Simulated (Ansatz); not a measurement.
# AsH2N: the cost of one run

Method: def2-QZVPP, all electrons in the functionals, frozen cores in the correlation of double hybrids and RPA; program: Ansatz 0.2.0, Gaussian basis.

The runs, in order: PBE, BLYP, r2SCAN, B97M-V, PBE0, B3LYP, wB97M-V, B2PLYP, at charge 0, singlet; charge 0, triplet; charge 1, doublet (not every functional at every point).

6 further runs of the same task are left out: 1 that didn't finish, 5 set aside as unsound or not needed.

**1. What is computed**

The geometry is a PBE0/def2-TZVP stationary point (not a proven minimum). No spin-orbit coupling is included. The filled d shell of As may be among the frozen orbitals whatever the setting's name suggests; the logs give the count.

4 atoms, charge 0, spin multiplicity 1.

Atoms are counted from 1 here; the program's logs count them from 0.

Bond lengths: N1–As2 1.707 Å, N1–H3 1.023 Å, As2–H4 1.540 Å. Angles: As2–N1–H3 107.8°, N1–As2–H4 96.0°.

No dispersion term is added; B97M-V, wB97M-V hold VV10 nonlocal correlation. B3LYP takes the VWN-RPA correlation.

The geometry shown and the zero of energy belong to the point charge 0, singlet. The yardstick, RCCSD(T), and other wave-function levels (R restricted, U unrestricted, valence and pair active spaces) come from earlier runs.

**2. PBE, charge 0, singlet**

Contents of in.yaml:

```yaml
crystal:
  periodic: [false, false, false]
  atoms:
    - {symbol: N, position_ang: [0.000000, -0.192499, 1.410534]}
    - {symbol: As, position_ang: [0.000000, 0.045672, -0.279892]}
    - {symbol: H, position_ang: [0.000000, 0.728725, 1.856112]}
    - {symbol: H, position_ang: [0.000000, -1.448580, -0.652630]}
basis:
  gaussian: {orbitals: "def2-QZVPP.json"}
magnetization: {spin_polarized: true, initial_magnetization: 0}
hamiltonian: {xc: {name: PBE}}
output: {orbitals: {seedname: orbitals}}
```

The run is started by

```
ansatz run in.yaml --threads 1 --pin off --events-out ev --progress --plain --max-ram 2393MiB
```

**Question.** How long does this run take on 1 thread of Arm Neoverse V2, shared host?

About 6.5 s.
